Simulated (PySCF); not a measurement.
**C2H9NSi: geometry, spin-spin couplings**

Wanted: the spin-spin couplings of C2H9NSi (`CCN[SiH3]`), by calculation.

Computed with PySCF 2.14.0, with density-fitted response routines of our own, on a single molecule in the gas phase. Atoms are numbered from 0 throughout.

## Step 1: The starting structure

13 atoms, charge 0, multiplicity 1; geometry from: GFN2-xTB. The atoms were then displaced at random by about 0.01 Å, so the start is not that level's minimum.

Bonds of the start (Å): C0–C1 1.54, C1–N2 1.46, N2–Si3 1.66, C0–H4 1.10, C0–H5 1.05, C0–H6 1.09, C1–H7 1.09, C1–H8 1.11, N2–H9 1.00, Si3–H10 1.48, Si3–H11 1.49, Si3–H12 1.49.

## Step 2: Relaxing the molecule at PBE0-D3(BJ)/def2-SVP

Job settings and geometry (Å):

```
{"job": {"xc": "PBE0", "basis": "def2-SVP", "d3": "d3bj", "grid": 1, "shake": 0.01, "kind": "geom"}, "charge": 0, "multiplicity": 1}
C      1.960430     0.024470     0.216620
C      0.537300    -0.563730     0.268190
N     -0.414070     0.210310    -0.518860
Si    -2.033670     0.348490    -0.161610
H      1.910400     1.070130     0.557990
H      2.624280    -0.515590     0.828740
H      2.319690     0.047080    -0.810850
H      0.602680    -1.598470    -0.079780
H      0.183950    -0.562720     1.321640
H     -0.099880     0.287640    -1.461520
H     -2.163390     0.823860     1.230580
H     -2.828880    -0.906260    -0.253430
H     -2.593010     1.317900    -1.148030
```

On the command line:

```bash
$ OMP_NUM_THREADS=1 python probes_run.py task.json out
```

This one command runs all jobs of the session in turn.

**Question.** This job is followed by: B3LYP/6-31G* indirect spin-spin coupling, non-relativistic, gas phase. Predict these results of the whole session: point group; rotational constants (main isotopes); largest coupling of the table (B3LYP/6-31G*).

**Answer**, as computed:

| quantity | value |
| --- | --- |
| point group | C1 |
| rotational constants (main isotopes) | 20.14, 2.44, 2.39 GHz |
| largest coupling of the table (B3LYP/6-31G*) | 1J(Si,H) Si3–H10, -183.8 Hz (mean over like pairs) |

**Reading.** The start of the PBE0/def2-SVP relaxation was shaken at random by about 0.01 Å, so part of the energy gained, and of the first lengths quoted, undoes that. Over 5 steps the energy fell by 0.167 eV; of the close pairs, N2–Si3 changed most, 1.664 to 1.728 Å. No frequency check was run at this level, so the end point may be a saddle. In the run at B3LYP/6-31G*, the largest coupling of the table is Si3–H10 (mean over like pairs), -183.8 Hz, of which the Fermi-contact term gives -184.1 Hz. Couplings across rotatable bonds belong to this one conformer; where others are populated, the observed values are averages. Couplings from bases without tight functions are rough.
